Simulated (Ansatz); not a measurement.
**CoO: compression at zero temperature**

One table from this session's results is given with a row withheld; the runs are named, their logs left out.

Program: Ansatz 0.2.0. Level of theory: DFT PBE+U, scalar-relativistic, plane waves, PAW. These are calculated values, not measurements.

2 further runs of the same task are left out: 2 set aside as unsound or not needed.

### The starting structure

It takes space group R-3m (No. 166, trigonal). Conventional cell: a = 3.073 Å, b = 3.073 Å, c = 7.421 Å, α = 90.00°, β = 90.00°, γ = 120.00°. Co (site symmetry -3m) is surrounded by 6 O at 2.16 Å. O (site symmetry -3m) is surrounded by 6 Co at 2.16 Å.

Structure file:

```cif
data_structure
_symmetry_space_group_name_H-M 'P 1'
_symmetry_Int_Tables_number 1
_cell_length_a 3.0442
_cell_length_b 3.0442
_cell_length_c 3.0442
_cell_angle_alpha 60.638
_cell_angle_beta 60.638
_cell_angle_gamma 60.638
_cell_volume 20.24
loop_
_atom_site_label
_atom_site_type_symbol
_atom_site_fract_x
_atom_site_fract_y
_atom_site_fract_z
_atom_site_occupancy
Co1 Co 0.00000 0.00000 0.00000 1
O1 O 0.50000 0.50000 0.50000 1
```

It goes back to an entry of the Materials Project, which need not be the stable form.

This cell was relaxed beforehand with the same method: volume 10.12 Å³/atom, gap on the mesh 1.17 eV, site moments up to 2.6 μB.

The first run:

Contents of input.yaml:

```yaml
crystal:
  lattice:
    - [1.5367478305, 0.8872417736, 2.4735049815]
    - [-1.5367478305, 0.8872417736, 2.4735049815]
    - [0.0, -1.7744835472, 2.4735049815]
  atoms:
    - { symbol: Co, position: [0.0, 0.0, 0.0], spin: 2.88 }
    - { symbol: O, position: [0.5, 0.5, 0.5], spin: 0.24 }
basis:
  ecutwfc: 420
kpoints:
  mp_grid: { grid: [12, 12, 12] }
  band_path: { path: [VBM, CBM], npoints: 2 }
hamiltonian:
  xc: pbe
  hubbard: { sites: [{ species: Co, l: d, u_eff: 3.32 }] }
scf:
  occupations: { method: gaussian, width: 0.02 }
output:
  forces: true
  stress: true
  eigenvalues: true
  populations: true
magnetization:
  spin_polarized: true
checkpoint:
  read: start.run
  write: ck
  compress: false
  write_wavefunctions: false
  write_every: 100000
```

Steps of the session up to this table: Seeking the band edges; Relaxing at -3 GPa; The gap over the whole zone at -3 GPa; Relaxing at 3 GPa; Seeking the band edges at 3 GPa; Target pressure 8 GPa; The gap over the whole zone at 8 GPa; Target pressure 15 GPa; The gap over the whole zone at 15 GPa; Relaxing at 30 GPa; Band edges over the zone at 30 GPa; Relaxing at 60 GPa; Seeking the band edges at 60 GPa.

One table of the session follows, with a row left open; its other results are not shown here.

Lengths are those of the vectors of the cell that was run:

| P (GPa) | V (Å³/atom) | a (Å) | b (Å) | c (Å) | ΔH (eV/atom) |
| --- | --- | --- | --- | --- | --- |
| -3 | 10.31 | 3.063 | 3.063 | 3.063 | -0.191 |
| 0 | 10.12 | 3.044 | 3.044 | 3.044 | 0.000 |
| 3 | 9.95 | 3.027 | 3.027 | 3.027 | 0.188 |
| 8 | 9.69 | 3.001 | 3.001 | 3.001 | 0.494 |
| 15 | 9.39 | 2.969 | 2.969 | 2.969 | 0.911 |
| 30 | ? | ? | ? | ? | ? |
| 60 | 8.14 | 2.831 | 2.831 | 2.831 | 3.351 |

Q: Estimate the row for P (GPa) = 30 from the others.

Worked estimate for «V (Å³/atom)». A straight line through the neighbours (15, 9.39) and (60, 8.14) gives 9.39 + (8.14 − 9.39) × (30 − 15) / (60 − 15) = 8.97; a parabola fitted to 3 rows on both sides gives 8.84.

**Answer.** V (Å³/atom): 8.87; a (Å): 2.913; b (Å): 2.913; c (Å): 2.913; ΔH (eV/atom): 1.764. In «V (Å³/atom)» the line misses by +0.10 and the parabola by -0.03.

ΔH is E + PV over the energy at zero pressure; a, b and c are the vectors of the computed cell.

To keep in mind: Other magnetic orders or occupations could lie lower; they were not searched in full. Warnings in the runs' records: minimisation memory short, look outside group, stability check not made.
